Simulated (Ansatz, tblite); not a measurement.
**C15H19N: rung by rung**

The task here is to estimate one member of a computed series from the others.

The runs use Ansatz 0.2.0, Gaussian basis; as each input shows.

Plan: GFN1-xTB, GFN2-xTB, PBE-D4/def2-TZVP, r2SCAN-D4/def2-TZVP, r2SCANh-D4/def2-TZVP, B2PLYP/def2-TZVP, B97M-V/def2-TZVP, LC-ωPBE(0.10)/def2-SVP, LC-ωPBE(0.15)/def2-SVP, LC-ωPBE(0.20)/def2-SVP, LC-ωPBE(0.30)/def2-SVP, PBE-D4/def2-SVP, PBE0-D4/def2-SVP, HF/6-31G, B3LYP-D4/6-31G, CCSD(T)/def2-SVP, MP2/def2-TZVP, RPA/def2-TZVP.

## The relaxed structure

The geometry is that of the singlet, from an earlier relaxation (PBE-D4/def2-SVP).

SMILES `[C-]#[N+]C12CC3C4CC5CC3C(C1)C(C5)C4C2`, 35 atoms, charge 0, spin multiplicity 1.

Bond lengths: C1–N2 1.187 Å, N2–C3 1.428 Å, C3–C4 1.547 Å, C3–C12 1.547 Å, C3–C16 1.547 Å, C4–C5 1.535 Å, C4–H17 1.110 Å, C4–H18 1.110 Å, C5–C6 1.549 Å, C5–C10 1.549 Å, C5–H19 1.112 Å, C6–C7 1.537 Å, C6–C15 1.549 Å, C6–H20 1.112 Å, C7–C8 1.540 Å, C7–H21 1.111 Å, C7–H22 1.111 Å, C8–C9 1.540 Å and more. Angles: C1–N2–C3 180.0°, N2–C3–C4 109.8°, N2–C3–C12 109.9°, N2–C3–C16 109.8°, C4–C3–C12 109.1°, C4–C3–C16 109.1°, C12–C3–C16 109.1°, C3–C4–C5 109.6°, C3–C4–H17 109.1°, C3–C4–H18 109.1°, C5–C4–H17 110.8°, C5–C4–H18 110.8°, H17–C4–H18 107.3°, C4–C5–C6 110.7°, C4–C5–C10 110.7°, C4–C5–H19 108.9°, C6–C5–C10 108.5°, C6–C5–H19 109.0° and more.

PBE0-D4/def2-TZVP was run before; its log isn't repeated, and its numbers join the tables.

Set-up of the first run:

Tight binding, by tblite at 300 K electronic temperature and without a spin-polarisation term:

```python
tblite.interface.Calculator('GFN1-xTB', numbers, positions, charge=0, uhf=0).singlepoint()
```

Tight binding, by tblite at 300 K electronic temperature and without a spin-polarisation term:

```python
tblite.interface.Calculator('GFN2-xTB', numbers, positions, charge=0, uhf=0).singlepoint()
```

start.molden holds the orbitals of an earlier run on this state, given as this run's starting guess.

in.yaml

```yaml
crystal:
  periodic: [false, false, false]
  atoms:
    - {symbol: C, position_ang: [4.792831, 0.016795, 0.057244]}
    - {symbol: N, position_ang: [3.606390, 0.012907, 0.043156]}
    - {symbol: C, position_ang: [2.178803, 0.007879, 0.026107]}
    - {symbol: C, position_ang: [1.656728, -1.437401, 0.202608]}
    - {symbol: C, position_ang: [0.121957, -1.436485, 0.183416]}
    - {symbol: C, position_ang: [-0.407994, -0.879552, -1.161058]}
    - {symbol: C, position_ang: [-1.945085, -0.883620, -1.177482]}
    - {symbol: C, position_ang: [-2.481974, -0.008974, -0.029731]}
    - {symbol: C, position_ang: [-1.976058, -0.568345, 1.312564]}
    - {symbol: C, position_ang: [-0.439021, -0.563710, 1.333299]}
    - {symbol: C, position_ang: [0.101941, 0.876490, 1.154755]}
    - {symbol: C, position_ang: [1.636626, 0.885991, 1.178325]}
    - {symbol: C, position_ang: [-0.428085, 1.438757, -0.187475]}
    - {symbol: C, position_ang: [-1.965175, 1.430659, -0.205573]}
    - {symbol: C, position_ang: [0.132888, 0.561373, -1.333845]}
    - {symbol: C, position_ang: [1.667688, 0.569472, -1.321486]}
    - {symbol: H, position_ang: [2.039377, -1.847486, 1.160518]}
    - {symbol: H, position_ang: [2.061416, -2.072010, -0.613284]}
    - {symbol: H, position_ang: [-0.239956, -2.480238, 0.311078]}
    - {symbol: H, position_ang: [-0.022179, -1.511987, -1.990972]}
    - {symbol: H, position_ang: [-2.313972, -0.503360, -2.154544]}
    - {symbol: H, position_ang: [-2.321627, -1.924326, -1.075259]}
    - {symbol: H, position_ang: [-3.592511, -0.013025, -0.043042]}
    - {symbol: H, position_ang: [-2.367609, 0.042223, 2.154717]}
    - {symbol: H, position_ang: [-2.353192, -1.602864, 1.463699]}
    - {symbol: H, position_ang: [-0.075611, -0.968174, 2.303828]}
    - {symbol: H, position_ang: [-0.274522, 1.510675, 1.987081]}
    - {symbol: H, position_ang: [2.026853, 1.918716, 1.062658]}
    - {symbol: H, position_ang: [2.019131, 0.494889, 2.144209]}
    - {symbol: H, position_ang: [-0.056798, 2.479703, -0.314663]}
    - {symbol: H, position_ang: [-2.334384, 1.856536, -1.163499]}
    - {symbol: H, position_ang: [-2.356403, 2.080669, 0.606669]}
    - {symbol: H, position_ang: [-0.221130, 0.966962, -2.306908]}
    - {symbol: H, position_ang: [2.058139, 1.599651, -1.457337]}
    - {symbol: H, position_ang: [2.072497, -0.048818, -2.149765]}
basis:
  gaussian: {orbitals: def2-TZVP, fitting: {mean_field: def2-universal-jkfit}, initial_orbitals: start.molden}
hamiltonian: {xc: pbe, dispersion: d4}
scf: {omitted_lower_state_checks: [starts]}
output: {orbitals: {seedname: orbitals}}
```

Started as:

```bash
ansatz run in.yaml --threads 2 --pin off --events-out ev --progress --plain --max-ram 32768MiB --backend cuda --devices 0, --max-vram 18GiB
```

Steps of the session up to this table: PBE-D4/def2-TZVP; r2SCAN-D4/def2-TZVP; r2SCANh-D4/def2-TZVP; B2PLYP/def2-TZVP; B97M-V/def2-TZVP; LC-ωPBE(0.10)/def2-SVP; LC-ωPBE(0.15)/def2-SVP; LC-ωPBE(0.20)/def2-SVP; LC-ωPBE(0.30)/def2-SVP; PBE-D4/def2-SVP; PBE0-D4/def2-SVP; HF/6-31G; B3LYP-D4/6-31G; CCSD(T)/def2-SVP; MP2/def2-TZVP; RPA/def2-TZVP.

One of the session's tables, all rows but one given; the rest of the session is left out.

It belongs to the step «Binding energy». 

```
              method  binding an atom (eV)
            HF/6-31G                 3.312
         HF/def2-SVP                 3.566
        HF/def2-TZVP                 3.472
     PBE-D4/def2-SVP                 4.930
    PBE-D4/def2-TZVP                 4.855
 r2SCAN-D4/def2-TZVP                 4.725
    B97M-V/def2-TZVP                 4.710
r2SCANh-D4/def2-TZVP                 4.703
      B3LYP-D4/6-31G                 4.626
    PBE0-D4/def2-SVP                 4.862
   PBE0-D4/def2-TZVP                 4.784
        MP2/def2-SVP                 4.649
       MP2/def2-TZVP                     ?
       CCSD/def2-SVP                 4.510
    CCSD(T)/def2-SVP                 4.569
```

Q: Estimate the row for MP2/def2-TZVP from the others.

**Answer.** binding an atom (eV): 4.669. In the column «binding an atom (eV)» it lies between MP2/def2-SVP (4.649) and r2SCANh-D4/def2-TZVP (4.703).

Limits of these values: Free atoms were run apart at each level; binding is atoms less cluster, divided by the number of atoms, without zero-point or spin-orbit terms.
